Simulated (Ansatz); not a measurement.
# C₃H₂BrN₂, SMILES Brc1c[nH][c]n1: a single point from an input written key by key

Computed with Ansatz 0.2.0 through its Python package.

At the Python prompt:
```pycon
>>> import ansatz as az
>>> import numpy as np
>>> import pandas as pd
>>> deck = {
...     "crystal": {
...         "periodic": [False, False, False],
...         "atoms": [
...             {"symbol": "Br", "position_ang": [2.8239, 0.1756, 0.2322]},
...             {"symbol": "C", "position_ang": [0.9619, -0.2235, 0.1457]},
...             {"symbol": "C", "position_ang": [-0.0393, 0.6637, -0.16]},
...             {"symbol": "N", "position_ang": [-1.2023, -0.0017, -0.116]},
...             {"symbol": "C", "position_ang": [-0.8936, -1.2716, 0.2127]},
...             {"symbol": "N", "position_ang": [0.4364, -1.4406, 0.3813]},
...             {"symbol": "H", "position_ang": [0.0676, 1.7141, -0.3968]},
...             {"symbol": "H", "position_ang": [-2.1546, 0.3841, -0.299]},
...         ],
...     },
...     "magnetization": {"spin_polarized": True, "initial_magnetization": 1},
...     "basis": {"gaussian": {"orbitals": "def2-SVP"}},
...     "hamiltonian": {"xc": "hf"},
...     "output": {"forces": True},
... }
>>> session = az.Session.from_dict(deck)
>>> rep = session.plan(threads=1).execute().report
>>> print(f"E = {rep['free_energy_ev']:.6f} eV = {rep['free_energy_ev'] / 27.211386246:.7f} Ha")
E = -76069.286533 eV = -2795.4947185 Ha
>>> print("converged:", rep["converged"], " doubts:", rep["published_state_doubts"] or "none")
converged: True  doubts: none
>>> symbols = ["Br", "C", "C", "N", "C", "N", "H", "H"]
>>> field = rep["mean_field"]
>>> print("<S^2> =", round(abs(field["state"]["spin_squared"]), 4), " all-electron relativity setting:", field["relativity"])
<S^2> = 1.0064  all-electron relativity setting: none
>>> print("passes:", field["passes"])
passes: {'evaluations': 70, 'products': 149}
>>> if "symmetry" in field:
...     print("occupied orbitals by irrep:", field["symmetry"]["occupied"])
...
occupied orbitals by irrep: [{'A': 35}, {'A': 34}]
>>> forces = np.array(rep["forces_ev_ang"])
>>> print("largest force", round(float(np.linalg.norm(forces, axis=1).max()), 4), "eV/A, rms", round(float(np.sqrt((forces ** 2).mean())), 4))
largest force 3.4797 eV/A, rms 1.3134
>>> charges = rep["charge_distribution"]
>>> table = pd.DataFrame({"atom": symbols, "mulliken": charges["mulliken_charges_e"], "lowdin": charges["lowdin_charges_e"]})
>>> table.round(3)
  atom  mulliken  lowdin
0   Br    -0.034   0.180
1    C     0.022  -0.323
2    C     0.090  -0.089
3    N    -0.304   0.168
4    C     0.293  -0.035
5    N    -0.340   0.009
6    H     0.065   0.014
7    H     0.208   0.077
>>> print("dipole (e A):", np.round(charges["dipole_moment_e_ang"], 4) + 0.0)
dipole (e A): [-0.8373  0.5563 -0.212 ]
```

Reading the output:
- Total energies depend on the basis set; only differences at equal settings carry meaning.
- The geometry is a force-field or estimated start, not a minimum of this method, and the basis set is short of its limit.
- The run takes the species as open-shell (spin multiplicity 2), which needn't be its ground state.
- The Löwdin charges here are taken after orthogonalising the functions within each atom; they differ from plain Löwdin charges, and their signs can be unphysical.
- The expectation value of S² is noticeably off S(S+1) in at least one run, so that state is spin-contaminated.
- It ran for 14 s on 1 thread of Arm Neoverse V1 (shared host), peak memory 0.43 GiB.
